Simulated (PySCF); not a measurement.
# [Yb(P5)2]+: other functionals and bases at one geometry

How far do other levels of theory move the description of [Yb(P5)2]+, and what does each cost? It is a constructed species; whether it can be made isn't addressed.

Method: several levels, as the steps say, no spin–orbit coupling; program: PySCF 2.14.0.

3 further runs of the same task are left out: 2 for a known fault of the program, 1 that didn't finish.

## (1) The system as given

11 atoms, charge 1, spin multiplicity 1.

Bond lengths: Yb1–P2 2.988 Å, Yb1–P3 2.988 Å, Yb1–P4 2.988 Å, Yb1–P5 2.988 Å, Yb1–P6 2.988 Å, Yb1–P7 2.988 Å, Yb1–P8 2.988 Å, Yb1–P9 2.988 Å, Yb1–P10 2.988 Å, Yb1–P11 2.988 Å, P2–P3 2.148 Å, P2–P6 2.148 Å, P3–P4 2.148 Å, P4–P5 2.148 Å, P5–P6 2.148 Å, P7–P8 2.148 Å, P7–P11 2.148 Å, P8–P9 2.148 Å and more. Angles: P2–Yb1–P3 42.1°, P2–Yb1–P4 71.1°, P2–Yb1–P5 71.1°, P2–Yb1–P6 42.1°, P2–Yb1–P7 180.0°, P2–Yb1–P8 137.9°, P2–Yb1–P9 108.9°, P2–Yb1–P10 108.9°, P2–Yb1–P11 137.9°, P3–Yb1–P4 42.1°, P3–Yb1–P5 71.1°, P3–Yb1–P6 71.1°, P3–Yb1–P7 137.9°, P3–Yb1–P8 108.9°, P3–Yb1–P9 108.9°, P3–Yb1–P10 137.9°, P3–Yb1–P11 180.0°, P4–Yb1–P5 42.1° and more.

Coordinates:

```xyz
11

Yb    0.0000    0.0000    0.0000
P     0.0000    1.8269    2.3640
P    -1.7375    0.5645    2.3640
P    -1.0738   -1.4780    2.3640
P     1.0738   -1.4780    2.3640
P     1.7375    0.5646    2.3640
P     0.0000   -1.8269   -2.3640
P    -1.7375   -0.5646   -2.3640
P    -1.0738    1.4780   -2.3640
P     1.0738    1.4780   -2.3640
P     1.7375   -0.5645   -2.3640
```

Formal oxidation states: Yb +3. Each metal's 13 4f electrons lie in its core potential, so multiplicities, spins and levels count the valence alone. An earlier session relaxed this geometry at r2SCAN, Yb lcecp-1-SVP with ECP59, P def2-SVP (singlet, point group D5d).

At r2SCAN on the finer grid: E = -3451.627215 Eh, HOMO -10.61 eV, LUMO -9.07 eV, Mulliken charge on Yb1 +0.98 e, largest force component 0.092 eV/Å. 

Levels to run: revPBE; B3LYP; BP86; CAM-B3LYP; r2SCAN, TZVP. Hardware: 4 threads of Arm Neoverse V1, shared host.

## (2) revPBE

The input, run.py (the lines that set the calculation):

```python
mol = gto.M(atom='''
Yb     0.00000     0.00000     0.00000
P      0.00000     1.82693     2.36398
P     -1.73752     0.56455     2.36398
P     -1.07384    -1.47802     2.36398
P      1.07385    -1.47802     2.36398
P      1.73751     0.56456     2.36398
P      0.00000    -1.82693    -2.36398
P     -1.73751    -0.56456    -2.36398
P     -1.07385     1.47802    -2.36398
P      1.07384     1.47802    -2.36398
P      1.73752    -0.56455    -2.36398''',
    basis={'Yb': 'lcecp-1-SVP', 'P': 'def2-SVP'},
    ecp={'Yb': 'lcecp-1-SVP'},
    charge=1, spin=0)
mf = dft.RKS(mol, xc='PBE_R,PBE')
mf.grids.atom_grid = (75, 302)  # f atoms: unpruned, at least (60, 302)
mf = mf.density_fit()  # fitting sets: Yb AutoAux, P def2-universal-JKFIT
mf.conv_tol = 1e-08; mf.max_cycle = 55
mf.kernel(dm0)  # dm0: the density of the relaxed state
```

The run is started by

```bash
> OMP_NUM_THREADS=4 python run.py
```

## (3) B3LYP

Edit run.py (the lines that set the calculation) of step 2 so:

```diff
@@ -15,3 +15,3 @@
     charge=1, spin=0)
-mf = dft.RKS(mol, xc='PBE_R,PBE')
+mf = dft.RKS(mol, xc='B3LYP')
 mf.grids.atom_grid = (75, 302)  # f atoms: unpruned, at least (60, 302)
```

## (4) BP86

Edit run.py (the lines that set the calculation) of step 3 so:

```diff
@@ -15,3 +15,3 @@
     charge=1, spin=0)
-mf = dft.RKS(mol, xc='B3LYP')
+mf = dft.RKS(mol, xc='B88,P86')
 mf.grids.atom_grid = (75, 302)  # f atoms: unpruned, at least (60, 302)
```

## (5) CAM-B3LYP

Edit run.py (the lines that set the calculation) of step 4 so:

```diff
@@ -15,3 +15,3 @@
     charge=1, spin=0)
-mf = dft.RKS(mol, xc='B88,P86')
+mf = dft.RKS(mol, xc='CAMB3LYP')
 mf.grids.atom_grid = (75, 302)  # f atoms: unpruned, at least (60, 302)
```

## (6) r2SCAN, TZVP

Basis: Yb lcecp-1-TZVP with ECP59, P def2-TZVP. 

Edit run.py (the lines that set the calculation) of step 5 so:

```diff
@@ -12,6 +12,6 @@
 P      1.73752    -0.56455    -2.36398''',
-    basis={'Yb': 'lcecp-1-SVP', 'P': 'def2-SVP'},
-    ecp={'Yb': 'lcecp-1-SVP'},
+    basis={'Yb': 'lcecp-1-TZVP', 'P': 'def2-TZVP'},
+    ecp={'Yb': 'lcecp-1-TZVP'},
     charge=1, spin=0)
-mf = dft.RKS(mol, xc='CAMB3LYP')
+mf = dft.RKS(mol, xc='R2SCAN')
 mf.grids.atom_grid = (75, 302)  # f atoms: unpruned, at least (60, 302)
@@ -19,2 +19,2 @@
 mf.conv_tol = 1e-08; mf.max_cycle = 55
-mf.kernel(dm0)  # dm0: the density of the relaxed state
+mf.kernel(dm0)  # dm0: free metal ions and neutral atoms
```

**Question.** What will these runs give? Wanted: for each run, HOMO; gap; charge on Yb1; dipole; largest force.

As calculated:

| level | state | HOMO (eV) | gap (eV) | charge on Yb1 (e) | dipole (D) | largest force (eV/Å) | basis functions | time |
| --- | --- | --- | --- | --- | --- | --- | --- | --- |
| r2SCAN (relaxed here) | singlet | -10.61 | 1.54 | 0.98 | 0.00 | 0.09 | 213 | 2.8 min |
| revPBE | singlet | -10.26 | 1.37 | 0.83 | 0.00 | 0.32 | 213 | 18 s |
| B3LYP | singlet | -11.00 | 2.64 | 0.58 | 0.01 | 0.10 | 213 | 26 s |
| BP86 | singlet | -10.37 | 1.32 | 0.61 | 0.00 | 0.29 | 213 | 17 s |
| CAM-B3LYP | singlet | -12.40 | 5.12 | 0.47 | 0.00 | 0.38 | 213 | 41 s |
| r2SCAN, TZVP | singlet | -10.28 | 1.51 | 1.30 | 0.00 | 0.41 | 417 | 84 s |

Times are on 4 threads of Arm Neoverse V1, shared host; the first row also made further properties. The dipole of a charged species depends on the origin, so these sizes hold for this origin alone.

In one basis the HOMO–LUMO gap runs from 1.32 eV (BP86) to 5.12 eV (CAM-B3LYP). The largest leftover force, 0.41 eV/Å with r2SCAN, TZVP, stands at a geometry relaxed at another level. The Mulliken charge on Yb spans +0.47 to +1.30 e over the levels. With 4f in the core, its levels are missing from HOMO and gap. Total energies of different levels can't be compared. Spin–orbit coupling is left out throughout.
